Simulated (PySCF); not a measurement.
**RbGe (quartet): spin, charge, geometry and surroundings**

How does RbGe (quartet) answer to another spin, charge, distance or environment?

The runs use PySCF 2.14.0; method and basis as typed in the scripts.

2 further runs of the same task are left out: 1 for a known fault of the program, 1 that didn't finish.

## Step 1: The starting structure

RbGe (quartet): 2 atoms, charge 0, spin multiplicity 4.

No contacts short enough for the rule that draws bonds.

## Step 2: Base script

input.py reads:

```python
from pyscf import gto, scf, mp

mol = gto.M(
    atom='Rb 0 0 0; Ge 0 0 3.703',
    basis='def2-svp',
    ecp={'Rb': 'def2-svp'},
    charge=0,
    spin=3,
    symmetry=True,
    verbose=3,
)
mf = scf.UHF(mol)
mf.kernel()
mp.MP2(mf, frozen=9).kernel()
mf.dip_moment()
print('orbital energies (hartree):', [e[max(0, n-3):n+3].round(4) for e, n in zip(mf.mo_energy, mol.nelec)])
```

Started as:

```
OMP_NUM_THREADS=1 python input.py
```

Its log is not repeated here.

In short: E(SCF) = -2098.895362 Eh, E(MP2) − E(SCF) = -0.23340 Eh, ⟨S²⟩ = 3.753, μ = 13.22 D (of the SCF density).

The bond length is a typed value, not an optimised one. The quartet is typed in the script; nothing here shows that it is the ground state.

## Step 3: Lengths in bohr

Edit 1 changes length unit: angstrom → bohr; bond length: 3.703 Å → 3.703 bohr.

input.py reads:

```python
from pyscf import gto, scf, mp

mol = gto.M(
    atom='Rb 0 0 0; Ge 0 0 3.703',
    basis='def2-svp',
    ecp={'Rb': 'def2-svp'},
    charge=0,
    spin=3,
    unit='bohr',
    symmetry=True,
    verbose=3,
)
mf = scf.UHF(mol)
mf.kernel()
mp.MP2(mf, frozen=9).kernel()
mf.dip_moment()
print('orbital energies (hartree):', [e[max(0, n-3):n+3].round(4) for e, n in zip(mf.mo_energy, mol.nelec)])
```

Started as:

```
OMP_NUM_THREADS=1 python input.py
```

## Step 4: Bond 7.406 Å

Edit 2 changes bond length: 3.703 Å → 7.406 Å.

Changes to input.py since step 2:

```diff
@@ -3,3 +3,3 @@
 mol = gto.M(
-    atom='Rb 0 0 0; Ge 0 0 3.703',
+    atom='Rb 0 0 0; Ge 0 0 7.406',
     basis='def2-svp',
```

## Step 5: Doublet

Edit 3 changes spin (2S): 3 → 1.

Changes to input.py since step 2:

```diff
@@ -7,3 +7,3 @@
     charge=0,
-    spin=3,
+    spin=1,
     symmetry=True,
```

## Step 6: Electric field 0.05 a.u.

Edit 4 changes electric field: none → 0.05 a.u.; point-group symmetry: on → off.

Changes to input.py since step 2:

```diff
@@ -8,3 +8,2 @@
     spin=3,
-    symmetry=True,
     verbose=3,
@@ -12,2 +11,7 @@
 mf = scf.UHF(mol)
+field = 0.05  # electric field along z, atomic units
+h = mf.get_hcore() + field*mol.intor('int1e_r')[2]
+mf.get_hcore = lambda *args: h
+e_nuc = mol.energy_nuc() - field*mol.atom_charges() @ mol.atom_coords()[:, 2]
+mf.energy_nuc = lambda *args: e_nuc
 mf.kernel()
```

Q: Predict the outcome of this session. Wanted: for each run, E(SCF); from base; SCF dipole; after the SCF.

As calculated:

```csv
run,E(SCF) (hartree),from base (eV),SCF dipole (D),after the SCF
base,-2098.895362,0,13.22,"MP2 correlation -6.351 eV, core frozen"
lengths in bohr (poor choice),-2098.595152,not comparable,0.39,"MP2 correlation -6.705 eV, core frozen"
bond 7.406 Å,-2098.817278,+2.1248,24.40,"MP2 correlation -6.218 eV, core frozen"
doublet,-2098.871847,+0.6399,12.02,"MP2 correlation -6.238 eV, core frozen"
electric field 0.05 a.u.,-2099.373105,-13.0001,46.52,"MP2 correlation -5.657 eV, core frozen"
```

The largest comparable shift of the SCF energy, -13.000 eV, comes with the run “electric field 0.05 a.u.”. The doublet solution found lies 0.64 eV above the base quartet at this geometry and level. Rows marked «poor choice» come from settings spoiled on purpose.
